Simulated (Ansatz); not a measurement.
# C4H7F3: the cost of one run

The runs use Ansatz 0.2.0, Gaussian basis; the settings change from run to run.

## (1) The geometry

The structure was relaxed beforehand with PBE0-D4 in a triple-zeta def2 set.

14 atoms, charge 0, spin multiplicity 1.

Atoms are counted from 1 here; the program's logs count them from 0.

Bond lengths: F1–C2 1.387 Å, C2–C3 1.507 Å, C2–H8 1.093 Å, C2–H9 1.093 Å, C3–C4 1.512 Å, C3–H10 1.093 Å, C3–H11 1.094 Å, C4–F5 1.390 Å, C4–C6 1.504 Å, C4–H12 1.097 Å, C6–F7 1.379 Å, C6–H13 1.095 Å, C6–H14 1.093 Å. Angles: F1–C2–C3 109.8°, F1–C2–H8 107.6°, F1–C2–H9 107.7°, C3–C2–H8 111.0°, C3–C2–H9 111.3°, H8–C2–H9 109.3°, C2–C3–C4 112.6°, C2–C3–H10 109.3°, C2–C3–H11 109.4°, C4–C3–H10 108.9°, C4–C3–H11 109.1°, H10–C3–H11 107.4°, C3–C4–F5 108.7°, C3–C4–C6 113.7°, C3–C4–H12 110.3°, F5–C4–C6 109.1°, F5–C4–H12 106.9°, C6–C4–H12 107.9° and more.

## (2) B97/STO-3G

Set apart from the defaults: atoms shaken by 0.03 Å, high accuracy, the search for lower states set to full.

File in.yaml:

```yaml
crystal:
  periodic: [false, false, false]
  atoms:
    - {symbol: F, position_ang: [-2.576276, 0.072798, -0.156981]}
    - {symbol: C, position_ang: [-1.664244, 1.044205, 0.161957]}
    - {symbol: C, position_ang: [-0.348643, 0.361987, 0.623515]}
    - {symbol: C, position_ang: [0.354945, -0.426127, -0.497622]}
    - {symbol: F, position_ang: [0.629253, 0.474548, -1.581107]}
    - {symbol: C, position_ang: [1.619288, -1.098790, -0.094139]}
    - {symbol: F, position_ang: [2.522745, -0.258872, 0.552850]}
    - {symbol: H, position_ang: [-2.090966, 1.609889, 0.930043]}
    - {symbol: H, position_ang: [-1.502700, 1.628030, -0.743816]}
    - {symbol: H, position_ang: [0.361695, 1.221509, 0.856165]}
    - {symbol: H, position_ang: [-0.497289, -0.299708, 1.439147]}
    - {symbol: H, position_ang: [-0.361797, -1.093819, -0.993178]}
    - {symbol: H, position_ang: [1.316831, -1.867595, 0.526890]}
    - {symbol: H, position_ang: [2.172284, -1.497471, -1.027415]}
basis:
  gaussian: {orbitals: STO-3G}
hamiltonian: {xc: {name: B97}}
accuracy: high
scf: {lower_state_search: full}
```

Command:

```sh
ansatz run in.yaml --threads 4 --pin off --events-out ev --progress --plain --max-ram 11315MiB
```

What time and memory should one allow on 4 threads of Arm Neoverse V2, shared host?

About 5.5 s, with a peak of 0.48 GiB.
